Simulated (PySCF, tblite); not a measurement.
# C9H3NS4: excited states

What do calculations give for the excited states of C9H3NS4 (`c1cc2c(s1)sc1sc3scnc3c12`)?

Programs: tblite 0.8.0 and PySCF 2.14.0, with routines of our own; each step states its level. All values are computed. Atoms count from 0.

### 1 The starting structure

17 atoms, charge 0, multiplicity 1; geometry from: force field or distance geometry start.

### 2 Geometry optimisation with GFN2-xTB

The job: settings as JSON, then the geometry in Å.

```
{"job": {"kind": "relax", "xc": "GFN2-xTB", "basis": "xTB"}, "charge": 0, "multiplicity": 1}
C     -3.187800     0.741900     0.319000
C     -1.833800     0.988800     0.264500
C     -1.154200    -0.244600     0.227400
C     -1.953300    -1.327600     0.221900
S     -3.581300    -0.956800     0.306100
S     -1.103400    -2.795800     0.165800
C      0.351100    -1.919300     0.129200
S      1.984200    -2.364600     0.067700
C      2.405800    -0.737300     0.083000
S      3.859800     0.079100     0.049200
C      2.958700     1.565700     0.107500
N      1.638800     1.457700     0.157500
C      1.349800     0.129100     0.148600
C      0.172200    -0.579500     0.165100
H     -4.001800     1.477500     0.366700
H     -1.380600     1.970200     0.290400
H      3.469000     2.527600     0.113600
```

Launch:

```
OMP_NUM_THREADS=1 python excited_run.py task.json out
```

One launch serves the whole session: the jobs run in the order shown.

Standard output:

```text
step      E/eV     max force
  0    -997.94109    2.625
  1    -998.28433    1.457
  2    -998.39131    0.610
  3    -998.43677    0.498
  4    -998.47563    0.524
  5    -998.50208    0.434
  6    -998.51480    0.246
  7    -998.51850    0.193
  8    -998.52066    0.131
  9    -998.52286    0.144
 10    -998.52521    0.181
 11    -998.52751    0.196
 12    -998.53027    0.165
 13    -998.53346    0.183
 14    -998.53654    0.195
 15    -998.53923    0.176
 16    -998.54178    0.160
 17    -998.54437    0.143
 18    -998.54661    0.116
 19    -998.54800    0.089
 20    -998.54871    0.081
 21    -998.54918    0.068
 22    -998.54959    0.054
 23    -998.54996    0.055
 24    -998.55025    0.043
 25    -998.55041    0.037
 26    -998.55049    0.019
 27    -998.55053    0.013
 28    -998.55055    0.010
 29    -998.55056    0.007
```

It took 0.46 s on 1 thread of Intel Xeon 6975P-C, shared host; peak memory 0.18 GiB.

Step by step:

```csv
step,energy from step 0 (eV),largest force (eV/Å)
0,0.0000,2.6249
1,-0.3432,1.4568
2,-0.4502,0.6097
3,-0.4957,0.4980
4,-0.5345,0.5238
5,-0.5610,0.4337
6,-0.5737,0.2458
7,-0.5774,0.1933
8,-0.5796,0.1306
9,-0.5818,0.1440
10,-0.5841,0.1805
11,-0.5864,0.1962
12,-0.5892,0.1654
13,-0.5924,0.1831
14,-0.5954,0.1952
15,-0.5981,0.1760
16,-0.6007,0.1605
17,-0.6033,0.1435
18,-0.6055,0.1163
19,-0.6069,0.0892
20,-0.6076,0.0815
21,-0.6081,0.0683
22,-0.6085,0.0540
23,-0.6089,0.0547
24,-0.6092,0.0431
25,-0.6093,0.0371
26,-0.6094,0.0185
27,-0.6094,0.0128
28,-0.6095,0.0103
29,-0.6095,0.0073
```

Close pairs (by a distance rule), those that changed most:

| bond | before (Å) | after (Å) | change (Å) |
| --- | --- | --- | --- |
| C8–S9 | 1.668 | 1.721 | +0.053 |
| C2–C13 | 1.369 | 1.421 | +0.052 |
| C3–S4 | 1.672 | 1.720 | +0.049 |
| S7–C8 | 1.681 | 1.729 | +0.048 |
| C10–N11 | 1.325 | 1.279 | -0.047 |
| C6–S7 | 1.694 | 1.740 | +0.046 |
| C12–C13 | 1.374 | 1.419 | +0.045 |
| C2–C3 | 1.346 | 1.389 | +0.043 |

The next job starts from the end point, and lists it.

### 3 Vibrational analysis with GFN2-xTB

The job: settings as JSON, then the geometry in Å.

```
{"job": {"kind": "ir", "xc": "GFN2-xTB", "basis": "xTB"}, "charge": 0, "multiplicity": 1}
C     -3.307812     0.726601     0.324552
C     -1.982700     1.000887     0.281782
C     -1.201218    -0.179330     0.226887
C     -1.990537    -1.322011     0.230918
S     -3.673098    -0.969703     0.300679
S     -1.111188    -2.817248     0.167027
C      0.358626    -1.892303     0.133044
S      2.016500    -2.416321     0.061461
C      2.488502    -0.753388     0.079855
S      3.998288     0.071166     0.042437
C      3.079380     1.564997     0.107887
N      1.806602     1.450833     0.151901
C      1.428347     0.153129     0.138052
C      0.177993    -0.517547     0.169182
H     -4.125459     1.418035     0.369988
H     -1.561666     1.988884     0.288466
H      3.592442     2.505349     0.109250
```

Standard output:

```text
mode    cm-1     km/mol
  1      73.9      0.00
  2      95.6      0.33
  3     135.6      0.74
  4     164.9      0.58
  5     206.5      0.00
  6     262.8      0.01
  7     295.3      0.01
  8     308.4      0.74
  9     319.2      3.02
 10     378.5      0.53
 11     401.6      0.15
 12     422.8      0.10
 13     455.6      1.35
 14     482.9      0.92
 15     515.9      0.53
 16     519.5      0.39
 17     602.6      4.18
 18     652.2      0.61
 19     655.3      0.18
 20     670.5      1.73
 21     700.3      6.54
 22     733.1      1.44
 23     751.5     13.53
 24     765.0      6.28
 25     790.9      9.47
 26     822.4     61.19
 27     828.3      4.83
 28     942.7      6.31
 29    1012.8     18.11
 30    1053.5      9.53
 31    1074.0      7.65
 32    1075.7      2.10
 33    1114.2      0.96
 34    1168.4     20.95
 35    1247.8     17.17
 36    1337.1      4.13
 37    1381.6     13.60
 38    1393.6     12.67
 39    1451.2      2.46
 40    1507.5     40.87
 41    1515.0     78.27
 42    1562.9      5.57
 43    3146.2      1.33
 44    3166.4      0.30
 45    3166.6      3.36
```

Run time: 1.5 s. Hardware: 1 thread of Intel Xeon 6975P-C, shared host; peak memory 0.18 GiB.

Which atoms move in the most intense modes:

```csv
cm⁻¹,km/mol,atoms
752,13.5,"H14 74 %, C0 11 %"
822,61.2,"C0 40 %, C10 14 %"
1013,18.1,C6 66 %
1168,20.9,"H16 35 %, H14 15 %, H15 13 %"
1248,17.2,"C13 16 %, C1 13 %, C8 13 %, H14 12 %"
1382,13.6,"C6 28 %, C13 24 %, C2 24 %, C3 13 %"
1508,40.9,"C1 33 %, C0 25 %, C10 17 %, N11 15 %"
1515,78.3,"N11 32 %, C10 30 %, C1 14 %, C0 12 %"
```

### 4 Excited states: TDA B3LYP/def2-SVP

Settings changed since step 3:

```diff
@@ -1,2 +1,2 @@
-{"job": {"kind": "ir", "xc": "GFN2-xTB", "basis": "xTB"}, "charge": 0, "multiplicity": 1}
+{"job": {"kind": "states", "xc": "B3LYP", "basis": "def2-SVP", "tda": true, "soc": true, "nstates": 6, "ntriplets": 4, "nquad": 4}, "charge": 0, "multiplicity": 1}
 C     -3.307812     0.726601     0.324552
```

Method: TDA B3LYP/def2-SVP excited states, vertical, gas phase, spin-orbit mean-field couplings.

Standard output:

```text
coarse grid: 19192 points
cycle   1  E = -1991.2315100155  dE =  3.285e+00  |g| = 4.826e-01  |ddm| = 6.214e+00
cycle   2  E = -1991.0203735565  dE =  2.111e-01  |g| = 1.001e+00  |ddm| = 2.060e+00
cycle   3  E = -1991.2910191785  dE = -2.706e-01  |g| = 1.308e-01  |ddm| = 1.573e+00
cycle   4  E = -1991.2946910752  dE = -3.672e-03  |g| = 6.048e-02  |ddm| = 2.402e-01
cycle   5  E = -1991.2955854889  dE = -8.944e-04  |g| = 1.860e-02  |ddm| = 9.965e-02
cycle   6  E = -1991.2956710284  dE = -8.554e-05  |g| = 8.115e-03  |ddm| = 3.663e-02
cycle   7  E = -1991.2956882867  dE = -1.726e-05  |g| = 1.908e-03  |ddm| = 1.181e-02
cycle   8  E = -1991.2956891764  dE = -8.897e-07  |g| = 4.241e-04  |ddm| = 2.695e-03
final grid: 174968 points
cycle   9  E = -1991.5159291557  dE = -4.791e-05  |g| = 4.574e-03  |ddm| = 9.536e-02
cycle  10  E = -1991.5159154840  dE =  1.367e-05  |g| = 8.241e-03  |ddm| = 1.572e-02
cycle  11  E = -1991.5159342284  dE = -1.874e-05  |g| = 1.513e-03  |ddm| = 1.308e-02
cycle  12  E = -1991.5159348371  dE = -6.088e-07  |g| = 3.837e-04  |ddm| = 2.422e-03
cycle  13  E = -1991.5159348726  dE = -3.549e-08  |g| = 9.340e-05  |ddm| = 5.426e-04
cycle  14  E = -1991.5159348743  dE = -1.672e-09  |g| = 5.364e-05  |ddm| = 1.786e-04
cycle  15  E = -1991.5159348750  dE = -7.230e-10  |g| = 1.767e-05  |ddm| = 8.769e-05
converged SCF energy = -1991.5159348750

Singlet excitations
state   eV       nm        f     d(h-e)  d(exc)  Lambda  PR(NTO)  |dmu|/D   mu/D   main configurations
  1   4.4331   279.7   0.01814   3.230   4.706   0.561   1.165    8.870    8.125   H-1->L 0.56, H->L 0.32
  2   4.5411   273.0   0.01078   3.392   4.978   0.598   1.164    9.319    8.578   H->L 0.58, H-1->L 0.31
  3   4.7825   259.2   0.01369   1.321   4.290   0.728   1.724    3.499    4.185   H->L+1 0.54, H-1->L+2 0.18, H->L+2 0.13
  4   4.9817   248.9   0.00741   0.384   4.130   0.747   1.969    0.887    1.328   H-1->L+1 0.48, H->L+2 0.19, H->L+1 0.12
  5   5.2357   236.8   0.36603   0.597   4.416   0.721   1.907                     H-1->L+2 0.34, H->L+2 0.32, H-1->L+1 0.13
  6   5.2690   235.3   0.00001   1.019   3.951   0.539   1.059                     H->L+3 0.91

Triplet excitations (Tamm-Dancoff)
state   eV     d(h-e)  d(exc)  Lambda  PR(NTO)   main configurations
  1   3.3744   0.796   3.234   0.656   1.302   H->L 0.65, H-2->L 0.12, H-1->L+1 0.09
  2   3.5730   0.065   3.138   0.730   1.645   H-1->L+1 0.54, H-1->L 0.14
  3   3.7896   0.134   3.367   0.698   2.075   H->L+1 0.49, H-1->L 0.14, H-1->L+2 0.11
  4   3.9909   1.558   3.980   0.590   1.520   H-1->L 0.50, H->L+1 0.29, H->L 0.10
S1 - T1 = 1.0587 eV

Spin-orbit couplings |<S|Hso|T>| (cm-1)
             T1       T2       T3       T4
S0        0.296    0.208    0.082    0.244
S1        0.064    0.054    0.036    0.056
S2        0.040    0.015    0.058    0.051
S3        0.067    0.031    0.029    0.085
S4        0.077    0.054    0.093    0.040
S5        0.026    0.051    0.222    0.075
S6       25.803   17.901   29.407   26.927
T1 sublevels (cm-1): 0.000 0.044 0.044   radiative rates (1/s): 0.00759 0.00123 0.0363
```

Run time: 56 s. Hardware: 1 thread of Intel Xeon 6975P-C, shared host; peak memory 1 GiB.

Key values:

| quantity | value |
| --- | --- |
| S1 less T1 | 1.06 eV |

Orbitals, density, ELF and potential are computed afterwards from the orbital file.

Frontier orbitals at B3LYP/def2-SVP, with the share of their density that lies nearest to each atom:

```
orbital  energy (eV)                                     lies on
   HOMO        -5.92    S5 18 %; C6, C8 about 14 % each; S4 13 %
   LUMO        -1.00  C8, C10 about 21 % each; S9 19 %; N11 10 %
```

ELF in a plane through or near 17 of the atoms.

Ten even steps from '0' (0.00) to '9' (1.00):
```
0000000000000000000000000000
0000000000000000000000000000
0000000000000000000000000000
0000023000000000110000000000
0000599200110007981000200000
0002999702884019994008992000
0000699747997009995249997000
0000055663484004733829982000
0012268466872004845824500000
0047712402127574362278521000
0168766647229155543252264100
0068923822725234672846297300
0036754545414870343774897300
0001100267267846587313664000
0000000362628582835100110000
0000000587363134127300000000
0000000589861017998410000000
0000000246520004775200000000
0000000001000001221000000000
0000000000000000000000000000
```
The map spans 13.2 Å across and 10.6 Å up, centred on the molecule. Atoms in the plane (x, y in Å): C0 (3.2, 1.0), C1 (1.9, 1.2), C2 (1.2, -0.1), C3 (2.1, -1.2), S4 (3.7, -0.7), S5 (1.3, -2.7), C6 (-0.2, -1.9), S7 (-1.8, -2.6), C8 (-2.4, -1.0), S9 (-4.0, -0.2), C10 (-3.2, 1.3), N11 (-1.9, 1.3), C12 (-1.4, 0.0), C13 (-0.1, -0.5), H14 (4.0, 1.7), H15 (1.4, 2.1), H16 (-3.8, 2.2).

On the surface of density 0.002 e/bohr³ the electrostatic potential runs, from the 1st to the 99th percentile, from -1.19 V near N11 to 1.26 V near H16.

### 5 Results

| quantity | value |
| --- | --- |
| strongest single infrared mode (GFN2-xTB) | 1515 cm⁻¹, 78 km/mol |
| zero-point energy (GFN2-xTB) | 59.1 kcal/mol |
| S1 less T1 (step 4, TDA B3LYP/def2-SVP) | 1.06 eV |
| potential on the surface of density 0.002 e/bohr³, 1st and 99th percentile | -1.19 V and 1.26 V |

All 45 modes are real, so the xTB geometry is a minimum. The strongest single mode, at 1515 cm⁻¹, is carried by N11, C10, C1, C0. GFN2-xTB is a fitted tight-binding method: band positions and strengths are rough. Its intensities can rank the bands wrongly. In step 4 hole and electron of S1 lie 3.2 Å apart, a charge-transfer state, which a functional without long-range exact exchange places too low; S1, its gap to T1 and the count of triplets below it are unsure. In step 4, the number of triplets below S1 is at least 4, and the largest singlet-triplet spin-orbit coupling is S6–T3, 29.41 cm⁻¹. By nearest atom (B3LYP/def2-SVP), the HOMO sits on S5 18 %; C6, C8 about 14 % each and the LUMO on C8, C10 about 21 % each; S9 19 %.
